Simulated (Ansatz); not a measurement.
# C₃H₉AgClP: basis-set convergence

Aim: see how fast density functionals converge with the basis set for C₃H₉AgClP.

The runs use Ansatz 0.2.0, Gaussian basis; one geometry, several basis sets.

Plan: PBE0-D4/def2-SVP; ωB97M-V/def2-SVP; PBE0-D4/def2-QZVPP; ωB97M-V/def2-QZVPP; the functionals' def2-TZVPP values are taken from earlier runs.

### Step 1. The relaxed structure

An earlier PBE0-D4 in a triple-zeta def2 set relaxation fixed the geometry. Ag takes the def2 core potential; no spin-orbit term is included.

SMILES `C[P+](C)(C)[Ag-][Cl]`, 15 atoms, charge 0, spin multiplicity 1.

Atoms are counted from 1 here; the program's logs count them from 0.

Bond lengths: C1–P2 1.818 Å, C1–H7 1.093 Å, C1–H8 1.091 Å, C1–H9 1.091 Å, P2–C3 1.818 Å, P2–C4 1.818 Å, P2–Ag5 2.320 Å, C3–H10 1.091 Å, C3–H11 1.093 Å, C3–H12 1.091 Å, C4–H13 1.091 Å, C4–H14 1.093 Å, C4–H15 1.091 Å, Ag5–Cl6 2.288 Å. Angles: P2–C1–H7 111.2°, P2–C1–H8 109.5°, P2–C1–H9 109.5°, H7–C1–H8 109.3°, H7–C1–H9 109.3°, H8–C1–H9 108.0°, C1–P2–C3 103.3°, C1–P2–C4 103.3°, C1–P2–Ag5 115.1°, C3–P2–C4 103.3°, C3–P2–Ag5 115.2°, C4–P2–Ag5 115.1°, P2–C3–H10 109.5°, P2–C3–H11 111.2°, P2–C3–H12 109.5°, H10–C3–H11 109.3°, H10–C3–H12 108.0°, H11–C3–H12 109.3° and more.

### Step 2. PBE0-D4 in def2-SVP

The input, in.yaml:

```yaml
crystal:
  periodic: [false, false, false]
  atoms:
    - {symbol: C, position_ang: [-0.657475, -0.644607, 1.462863]}
    - {symbol: P, position_ang: [-0.036329, 0.241829, 0.001802]}
    - {symbol: C, position_ang: [1.706155, -0.270080, -0.087302]}
    - {symbol: C, position_ang: [-0.804540, -0.649072, -1.384704]}
    - {symbol: Ag, position_ang: [-0.393311, 2.534356, 0.015435]}
    - {symbol: Cl, position_ang: [-0.749736, 4.794650, 0.027641]}
    - {symbol: H, position_ang: [-0.456848, -1.716246, 1.388876]}
    - {symbol: H, position_ang: [-1.732656, -0.484458, 1.555720]}
    - {symbol: H, position_ang: [-0.178161, -0.248937, 2.359511]}
    - {symbol: H, position_ang: [2.158047, 0.133207, -0.994719]}
    - {symbol: H, position_ang: [1.797516, -1.359015, -0.091385]}
    - {symbol: H, position_ang: [2.248357, 0.134185, 0.768770]}
    - {symbol: H, position_ang: [-0.419357, -0.257081, -2.327183]}
    - {symbol: H, position_ang: [-0.598221, -1.720678, -1.327880]}
    - {symbol: H, position_ang: [-1.883451, -0.488063, -1.367455]}
basis:
  gaussian: {orbitals: def2-SVP}
hamiltonian: {xc: pbe0, dispersion: d4}
output: {orbitals: {seedname: orbitals}}
```

Further steps of the session: ωB97M-V in def2-SVP; PBE0-D4 in def2-QZVPP; ωB97M-V in def2-QZVPP.

**Question.** What will the summary of the whole plan be? Wanted: PBE0-D4: double and triple zeta above quadruple; ωB97M-V: double and triple zeta above quadruple.

**Answer**, as computed:

| quantity | value |
| --- | --- |
| PBE0-D4: double and triple zeta above quadruple | 13.21, 0.95 eV |
| ωB97M-V: double and triple zeta above quadruple | 13.46, 0.92 eV |

**Reading.** For PBE0-D4 the step from double to triple zeta gains 12.26 eV and the next only 0.95 eV. These are total energies; as a rule much of such shifts cancels in differences, which this series doesn't test. The LUMO of ωB97M-V is positive and keeps falling with the basis (1.34 to 0.63 eV): an unbound level that the basis holds in place.
